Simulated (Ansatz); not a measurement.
**GaH₃O₂ + HF: a complex and its separated parts**

The complex below is one end of an elementary step. How strongly is it bound against its free parts?

Method: PBE0-D4/def2-TZVP structures, single points in def2-TZVPP, no counterpoise correction; program: Ansatz 0.2.0, Gaussian basis.

Levels: SPW92, PBE-D4, BLYP-D4, r2SCAN-D4, B97M-V, PBE0-D4, B3LYP-D4, r2SCAN0-D4, BHLYP-D4, CAM-B3LYP-D4, wB97X-V, wB97M-V, B2PLYP, PBE-QIDH, RPA on PBE, Hartree-Fock, MP2, CCSD, CCSD(T).

Cores are frozen in the correlated methods. Filled d shells of the heavier atoms are correlated. B3LYP uses VWN-RPA correlation. B2PLYP carries no dispersion term here.

21 further runs of the same task are left out: 21 set aside as unsound or not needed.

**1. The starting structure**

The complex: 8 atoms, charge 0, spin multiplicity 1.

Atoms are counted from 1 here; the program's logs count them from 0.

Bond lengths: Ga1–H2 1.565 Å, Ga1–O3 1.782 Å, Ga1–O4 1.782 Å, O3–H7 0.958 Å, O4–H8 0.958 Å, H5–F6 0.925 Å. Angles: H2–Ga1–O3 123.8°, H2–Ga1–O4 123.8°, O3–Ga1–O4 111.4°, Ga1–O3–H7 113.7°, Ga1–O4–H8 113.7°.

Geometry (Å):

```mol
FGaH4O2
  3D, bonds by distance, orders not assigned

  8  6  0  0  0  0  0  0  0  0999 V2000
   -0.1548   -0.4700   -0.2787 Ga  0  0
    1.1478   -1.2213    0.1545 H   0  0
   -0.3454    0.3609   -1.8433 O   0  0
   -1.7133   -0.6196    0.5719 O   0  0
    1.5379    1.2147    1.3651 H   0  0
    0.7209    1.4266    0.9873 F   0  0
    0.4648    0.4151   -2.3520 H   0  0
   -1.6579   -1.1066    1.3952 H   0  0
  1  2  8  0
  1  3  8  0
  1  4  8  0
  3  7  8  0
  4  8  8  0
  5  6  8  0
M  END
```

Its parts: GaH₃O₂ holds atoms 1, 2, 3, 4, 7, 8; HF holds atoms 5, 6. Each part counts its atoms afresh in its own runs.

**2. Relaxing GaH₃O₂ alone**

The input, relax-a/in.yaml:

```yaml
crystal:
  periodic: [false, false, false]
  atoms:
    - {symbol: Ga, position_ang: [-0.154789, -0.470013, -0.278671]}
    - {symbol: H, position_ang: [1.147804, -1.221302, 0.154531]}
    - {symbol: O, position_ang: [-0.345381, 0.360933, -1.843264]}
    - {symbol: O, position_ang: [-1.713338, -0.619590, 0.571858]}
    - {symbol: H, position_ang: [0.464824, 0.415087, -2.352049]}
    - {symbol: H, position_ang: [-1.657869, -1.106612, 1.395247]}
basis:
  gaussian: {orbitals: def2-TZVP}
hamiltonian: {xc: pbe0, dispersion: d4}
relax: {f_tol: 0.005, max_steps: 200}
```

The command line of these runs was not kept.

The runs that follow: Relaxing HF alone; wB97M-V/def2-TZVPP; CCSD(T)/def2-TZVPP; Vibrations of GaH₃O₂; Vibrations of HF.

Before running it: what results should come out? Wanted: complex less parts, CCSD(T)/def2-TZVPP; with zero-point energy; largest T1 diagnostic.

The runs gave:

| quantity | value |
| --- | --- |
| complex less parts, CCSD(T)/def2-TZVPP | -0.186 eV |
| with zero-point energy | -0.147 eV |
| largest T1 diagnostic | 0.015 |

**Reading.** At CCSD(T) the complex lies 0.186 eV below its parts. The functionals run from PBE-D4, off by +0.002 eV, to SPW92, off by -0.119 eV, against CCSD(T). PBE0-D4 is as near within the digits shown. Mean unsigned error by rung: LDA 0.119, GGA 0.017, meta-GGA 0.039, hybrid 0.018, range-separated hybrid 0.026, double hybrid 0.021 eV. PBE-D4 gives a relative energy 0.002 eV too high, inside chemical accuracy (1 kcal/mol, 0.043 eV). No counterpoise was applied, and triple zeta lacks some correlation, so the CCSD(T) reference has a basis error of its own, and close matches with it are partly luck.
